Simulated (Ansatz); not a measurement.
# C7H8S: the cost of one run

Computed with Ansatz 0.2.0, Gaussian basis. Level: one geometry, several basis sets.

The runs, in order: PBE0-D4/def2-SVP; ωB97M-V/def2-SVP; PBE0-D4/def2-QZVPP; ωB97M-V/def2-QZVPP; the functionals' def2-TZVPP values are taken from earlier runs.

### 1 The relaxed structure

An earlier PBE0-D4 in a triple-zeta def2 set relaxation fixed the geometry.

SMILES `SCc1ccccc1`, 16 atoms, charge 0, spin multiplicity 1.

Atoms are counted from 1 here; the program's logs count them from 0.

Bond lengths: S1–C2 1.820 Å, S1–H9 1.342 Å, C2–C3 1.496 Å, C2–H10 1.092 Å, C2–H11 1.090 Å, C3–C4 1.390 Å, C3–C8 1.392 Å, C4–C5 1.388 Å, C4–H12 1.085 Å, C5–C6 1.385 Å, C5–H13 1.084 Å, C6–C7 1.389 Å, C6–H14 1.084 Å, C7–C8 1.384 Å, C7–H15 1.084 Å, C8–H16 1.085 Å. Angles: C2–S1–H9 96.3°, S1–C2–C3 113.7°, S1–C2–H10 103.9°, S1–C2–H11 109.4°, C3–C2–H10 111.1°, C3–C2–H11 110.8°, H10–C2–H11 107.5°, C2–C3–C4 120.2°, C2–C3–C8 121.0°, C4–C3–C8 118.8°, C3–C4–C5 120.7°, C3–C4–H12 119.4°, C5–C4–H12 119.9°, C4–C5–C6 120.0°, C4–C5–H13 119.8°, C6–C5–H13 120.2°, C5–C6–C7 119.6°, C5–C6–H14 120.2° and more.

### 2 PBE0-D4 in def2-SVP

The input, in.yaml:

```yaml
crystal:
  periodic: [false, false, false]
  atoms:
    - {symbol: S, position_ang: [1.701127, -1.262686, 2.337114]}
    - {symbol: C, position_ang: [1.502367, -1.298861, 0.528055]}
    - {symbol: C, position_ang: [0.395194, -0.427326, 0.026430]}
    - {symbol: C, position_ang: [0.684398, 0.732117, -0.683068]}
    - {symbol: C, position_ang: [-0.334513, 1.554338, -1.143813]}
    - {symbol: C, position_ang: [-1.656939, 1.221808, -0.900670]}
    - {symbol: C, position_ang: [-1.955301, 0.064099, -0.193239]}
    - {symbol: C, position_ang: [-0.937247, -0.751223, 0.268519]}
    - {symbol: H, position_ang: [1.811854, 0.070673, 2.446575]}
    - {symbol: H, position_ang: [1.305638, -2.350343, 0.306189]}
    - {symbol: H, position_ang: [2.448590, -1.034875, 0.054675]}
    - {symbol: H, position_ang: [1.719644, 0.992637, -0.879738]}
    - {symbol: H, position_ang: [-0.092110, 2.455086, -1.696185]}
    - {symbol: H, position_ang: [-2.454987, 1.860693, -1.260767]}
    - {symbol: H, position_ang: [-2.988286, -0.202759, -0.000924]}
    - {symbol: H, position_ang: [-1.172227, -1.646081, 0.835148]}
basis:
  gaussian: {orbitals: def2-SVP}
hamiltonian: {xc: pbe0, dispersion: d4}
output: {orbitals: {seedname: orbitals}}
```

The run is started by

```sh
$ ansatz run in.yaml --threads 2 --pin off --events-out ev --progress --plain --max-ram 32768MiB --backend cpu
```

What time and memory should one allow on 2 threads of AMD EPYC 7R13, shared host?

About 3.5 s, with a peak of 0.72 GiB.
